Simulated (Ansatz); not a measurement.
# Ba (bcc type): a single-point run

Wanted: a converged single-point run for Ba (bcc type), and a check of what comes out.

Program: Ansatz 0.2.0. Level of theory: DFT, LDA, PAW with Ansatz's default frozen-core files, scalar-relativistic. These are calculated values, not measurements.

## (1) Starting point

Symmetry: Im-3m, No. 229, cubic system. Conventional cell: a = 4.758 Å, b = 4.758 Å, c = 4.758 Å, α = 90.00°, β = 90.00°, γ = 90.00°. Around Ba (site symmetry m-3m) lie 8 Ba at 4.12 Å.

Coordinates:

```cif
data_structure
_symmetry_space_group_name_H-M 'Im-3m'
_symmetry_Int_Tables_number 229
_cell_length_a 4.7579
_cell_length_b 4.7579
_cell_length_c 4.7579
_cell_angle_alpha 90.000
_cell_angle_beta 90.000
_cell_angle_gamma 90.000
_cell_volume 107.71
loop_
_atom_site_label
_atom_site_type_symbol
_atom_site_symmetry_multiplicity
_atom_site_Wyckoff_symbol
_atom_site_fract_x
_atom_site_fract_y
_atom_site_fract_z
_atom_site_occupancy
Ba1 Ba 2 a 0.00000 0.00000 0.00000 1
```

## (2) The run

input.yaml reads:

```yaml
crystal:
  lattice:
    - [-2.3789389852, 2.3789389852, 2.3789389852]
    - [2.3789389852, -2.3789389852, 2.3789389852]
    - [2.3789389852, 2.3789389852, -2.3789389852]
  atoms:
    - { symbol: Ba, position: [0.0, 0.0, 0.0] }
kpoints:
  mp_grid: { grid: [11, 11, 11] }
  band_path:
    path:
      - [0.0, 0.0, 0.0]
      - [0.5, -0.5, 0.5]
      - [0.0, 0.0, 0.5]
      - [0.0, 0.0, 0.0]
      - [0.25, 0.25, 0.25]
      - [0.5, -0.5, 0.5]
      - [0.25, 0.25, 0.25]
      - [0.0, 0.0, 0.5]
    npoints: 8
scf:
  occupations: { method: fermi_dirac, width: 1.0 }
  max_iter: 50
hamiltonian:
  xc: lda
  pseudopotentials: { kind: paw }
output:
  forces: true
  stress: true
  eigenvalues: true
  populations: true
```

Command:

```console
ansatz run input.yaml --threads 1 --pin off --max-ram 2048MiB --backend cpu --events-out ev --progress --plain --runs-dir out
```

Q: Will this input give a usable result? If not, why, and what should change?

The run converged and reported no error. Convergence says nothing about whether the input makes sense.

The suspect setting: scf.occupations.width is 1.0. Occupations are smeared over electronvolts, wider than many features of the bands. A Fermi-Dirac width of 1 eV is an electron temperature of 11600 K.

To check: set scf.occupations.width to 0.05.
